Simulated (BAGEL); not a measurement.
**CH5NOSi (SMILES C1N[SiH2]O1): B3LYP/6-31G(d) (density fitting with qzvpp-jkfit, spherical functions)**

Aim: the energy change on altering one bond length of CH5NOSi at B3LYP/6-31G* (density fitting with qzvpp-jkfit, spherical functions), from 2 runs. 

The results are computed with BAGEL 1.2.2.

3 further runs of the same task are left out: 3 set aside as unsound or not needed. Runs told in other sessions of the task aren't counted.

## 1. Starting point

CH5NOSi: 9 atoms, total charge 0, spin state singlet. As SMILES, `C1N[SiH2]O1`. Geometry: relaxed at PBE0-D4/def2-TZVP.

Bond lengths: C1–N2 1.468 Å, N2–Si3 1.726 Å, C1–O4 1.436 Å, Si3–O4 1.668 Å, C1–H5 1.095 Å, C1–H6 1.097 Å, N2–H7 1.006 Å, Si3–H8 1.491 Å, Si3–H9 1.484 Å. Some angles: C1–N2–Si3 87.4°, N2–C1–O4 99.7°, N2–Si3–O4 81.7°, C1–O4–Si3 90.7°, C1–N2–H7 118.3°, Si3–N2–H7 129.6°, N2–C1–H5 113.1°, N2–C1–H6 113.7°, O4–C1–H5 109.5°, O4–C1–H6 110.7°.

## 2. The energy at B3LYP/6-31G(d) (density fitting with qzvpp-jkfit, spherical functions)

job.json

```json
{ "bagel" : [

{
  "title" : "molecule",
  "basis" : "6-31gs.json",
  "df_basis" : "qzvpp-jkfit",
  "angstrom" : true,
  "geometry" : [
    { "atom" : "C", "xyz" : [   -0.800800,    0.729600,    0.121700 ] },
    { "atom" : "N", "xyz" : [   -0.090800,    0.039000,   -0.961200 ] },
    { "atom" : "Si", "xyz" : [    0.727200,   -0.867100,    0.259500 ] },
    { "atom" : "O", "xyz" : [   -0.320800,   -0.023700,    1.246100 ] },
    { "atom" : "H", "xyz" : [   -1.889700,    0.630700,    0.053900 ] },
    { "atom" : "H", "xyz" : [   -0.531600,    1.788500,    0.220600 ] },
    { "atom" : "H", "xyz" : [    0.287300,    0.591800,   -1.711300 ] },
    { "atom" : "H", "xyz" : [    2.176200,   -0.596600,    0.480800 ] },
    { "atom" : "H", "xyz" : [    0.531500,   -2.338500,    0.272900 ] }
  ]
},
{
  "title" : "ks",
  "xc_func" : "b3lyp"
},
{
  "title" : "print",
  "file" : "orbitals.molden",
  "orbitals" : true
}

]}
```

The basis set 6-31G* is read from a file made from the Basis Set Exchange's data (not shown).

The run is started by

```sh
$ BAGEL_NUM_THREADS=1 BAGEL job.json > job.out
```

The program printed:

```text
* using 1 threads per process

  ===============================================================
  ===============================================================

  *** Geometry ***

  { "atom" : "C", "xyz" : [     -1.513293,      1.378744,      0.229980 ] },
  { "atom" : "N", "xyz" : [     -0.171587,      0.073699,     -1.816405 ] },
  { "atom" : "Si", "xyz" : [      1.374209,     -1.638582,      0.490384 ] },
  { "atom" : "O", "xyz" : [     -0.606224,     -0.044787,      2.354788 ] },
  { "atom" : "H", "xyz" : [     -3.571015,      1.191850,      0.101856 ] },
  { "atom" : "H", "xyz" : [     -1.004578,      3.379775,      0.416874 ] },
  { "atom" : "H", "xyz" : [      0.542918,      1.118340,     -3.233888 ] },
  { "atom" : "H", "xyz" : [      4.112422,     -1.127411,      0.908580 ] },
  { "atom" : "H", "xyz" : [      1.004389,     -4.419125,      0.515706 ] },

  Number of auxiliary basis functions:      447

  Since a DF basis is specified, we compute 2- and 3-index integrals:
    o Being stored without compression. Storage requirement is 0.018 GB

  Number of basis functions:       70
  Number of electrons      :       40

    * METHOD: MOLECULE                             0.18

  *** Kohn-Sham DFT ***

    * Removing 17651 points whose weight is below 1.00e-10
    * Grid points: 116503

  === Nuclear Repulsion ===
   179.1277168376

       - DIIS with orbital gradients will be used.

  === KS iteration (b3lyp / 6-31gs.json) ===
      0       -431.61773871          0.16015802           0.29
      1       -428.01774388          0.12850586           0.28
      2       -434.55495121          0.18850880           0.29
      3       -451.88017594          0.14318463           0.27
      4       -451.98934703          0.12753725           0.28
      5       -455.68920091          0.11530282           0.28
      6       -457.11466971          0.09861129           0.29
      7       -452.43081390          0.11184405           0.30
      8       -459.71236286          0.04682749           0.29
      9       -460.49740593          0.01513875           0.30
     10       -460.56744717          0.00730311           0.29
     11       -460.58302985          0.00260480           0.29
     12       -460.58507581          0.00082562           0.29
     13       -460.58528750          0.00030621           0.28
     14       -460.58531421          0.00007917           0.29
     15       -460.58531642          0.00000906           0.29
     16       -460.58531644          0.00000501           0.28
     17       -460.58531645          0.00000134           0.29
     18       -460.58531645          0.00000121           0.29
     19       -460.58531645          0.00000016           0.30
     20       -460.58531645          0.00000007           0.31
     21       -460.58531645          0.00000002           0.29
     22       -460.58531645          0.00000000           0.30
    * SCF iteration converged.

    * Permanent dipole moment:
           (   -0.347148,    -0.351388,     0.604882) a.u.

    * METHOD: KS                                   7.14

    * METHOD: PRINT                                0.01

  ===============================================================
```

It took 7.5 s on 1 thread of Arm Neoverse V2, shared host; peak memory 0.4 GiB.

## 3. The distorted shape at the same level

job.json

```json
{ "bagel" : [

{
  "title" : "molecule",
  "basis" : "6-31gs.json",
  "df_basis" : "qzvpp-jkfit",
  "angstrom" : true,
  "geometry" : [
    { "atom" : "C", "xyz" : [   -0.637470,    0.744435,    0.131870 ] },
    { "atom" : "N", "xyz" : [    0.072530,    0.053835,   -0.951030 ] },
    { "atom" : "Si", "xyz" : [    0.890530,   -0.852265,    0.269670 ] },
    { "atom" : "O", "xyz" : [   -0.157470,   -0.008865,    1.256270 ] },
    { "atom" : "H", "xyz" : [   -1.889700,    0.630700,    0.053900 ] },
    { "atom" : "H", "xyz" : [   -0.368270,    1.803335,    0.230770 ] },
    { "atom" : "H", "xyz" : [    0.450630,    0.606635,   -1.701130 ] },
    { "atom" : "H", "xyz" : [    2.339530,   -0.581765,    0.490970 ] },
    { "atom" : "H", "xyz" : [    0.694830,   -2.323665,    0.283070 ] }
  ]
},
{
  "title" : "ks",
  "xc_func" : "b3lyp"
},
{
  "title" : "print",
  "file" : "orbitals.molden",
  "orbitals" : true
}

]}
```

The basis set 6-31G* is read from a file made from the Basis Set Exchange's data (not shown).

The run is started by

```sh
$ BAGEL_NUM_THREADS=1 BAGEL job.json > job.out
```

The program printed:

```text
* using 1 threads per process

  ===============================================================
  ===============================================================

  *** Geometry ***

  { "atom" : "C", "xyz" : [     -1.204644,      1.406778,      0.249198 ] },
  { "atom" : "N", "xyz" : [      0.137062,      0.101733,     -1.797186 ] },
  { "atom" : "Si", "xyz" : [      1.682858,     -1.610547,      0.509602 ] },
  { "atom" : "O", "xyz" : [     -0.297575,     -0.016752,      2.374006 ] },
  { "atom" : "H", "xyz" : [     -3.571015,      1.191850,      0.101856 ] },
  { "atom" : "H", "xyz" : [     -0.695929,      3.407809,      0.436092 ] },
  { "atom" : "H", "xyz" : [      0.851567,      1.146374,     -3.214670 ] },
  { "atom" : "H", "xyz" : [      4.421071,     -1.099377,      0.927799 ] },
  { "atom" : "H", "xyz" : [      1.313038,     -4.391090,      0.534925 ] },

  Number of auxiliary basis functions:      447

  Since a DF basis is specified, we compute 2- and 3-index integrals:
    o Being stored without compression. Storage requirement is 0.018 GB

  Number of basis functions:       70
  Number of electrons      :       40

    * METHOD: MOLECULE                             0.18

  *** Kohn-Sham DFT ***

    * Removing 17434 points whose weight is below 1.00e-10
    * Grid points: 116720

  === Nuclear Repulsion ===
   178.3914148408

       - DIIS with orbital gradients will be used.

  === KS iteration (b3lyp / 6-31gs.json) ===
      0       -431.77377739          0.15693224           0.31
      1       -428.00357460          0.12881214           0.30
      2       -434.35319703          0.18739687           0.30
      3       -451.66903601          0.14361688           0.30
      4       -453.71108486          0.13178356           0.29
      5       -454.76152198          0.12426189           0.30
      6       -456.09897017          0.10999857           0.29
      7       -446.86290129          0.13819552           0.29
      8       -459.87595322          0.04082211           0.29
      9       -460.32365925          0.02713305           0.28
     10       -460.55742065          0.00690281           0.29
     11       -460.57254531          0.00201980           0.27
     12       -460.57391877          0.00067561           0.29
     13       -460.57405696          0.00036096           0.30
     14       -460.57409555          0.00003546           0.30
     15       -460.57409608          0.00001154           0.31
     16       -460.57409611          0.00000687           0.29
     17       -460.57409613          0.00000026           0.29
     18       -460.57409613          0.00000015           0.30
     19       -460.57409613          0.00000005           0.28
     20       -460.57409613          0.00000002           0.29
     21       -460.57409613          0.00000000           0.29
    * SCF iteration converged.

    * Permanent dipole moment:
           (   -0.448047,    -0.330366,     0.605675) a.u.

    * METHOD: KS                                   6.95

    * METHOD: PRINT                                0.01

  ===============================================================
```

Run time: 7.5 s. Hardware: 1 thread of Arm Neoverse V2, shared host; peak memory 0.4 GiB.

## 4. Summary of results

Level: B3LYP/6-31G* (density fitting with qzvpp-jkfit, spherical functions).

| quantity | value |
| --- | --- |
| first shape: total energy | -460.58532 Eh |
| first shape: dipole moment | 1.98 D |
| first shape: HOMO energy | -6.60 eV |
| first shape: LUMO energy | -0.12 eV |
| first shape: HOMO–LUMO gap | 6.49 eV |
| distorted shape: total energy | -460.57410 Eh |
| distorted shape: dipole moment | 2.09 D |
| distorted shape: HOMO energy | -6.60 eV |
| distorted shape: LUMO energy | -0.16 eV |
| distorted shape: HOMO–LUMO gap | 6.45 eV |
| energy change with the C1–H5 bond stretched from 1.095 to 1.260 Å | 0.305 eV |

**Reading.** With the C1–H5 bond stretched from 1.095 to 1.260 Å the energy rises by 0.31 eV (7.0 kcal/mol). The first shape isn't relaxed at this level, so the change isn't measured from a minimum.
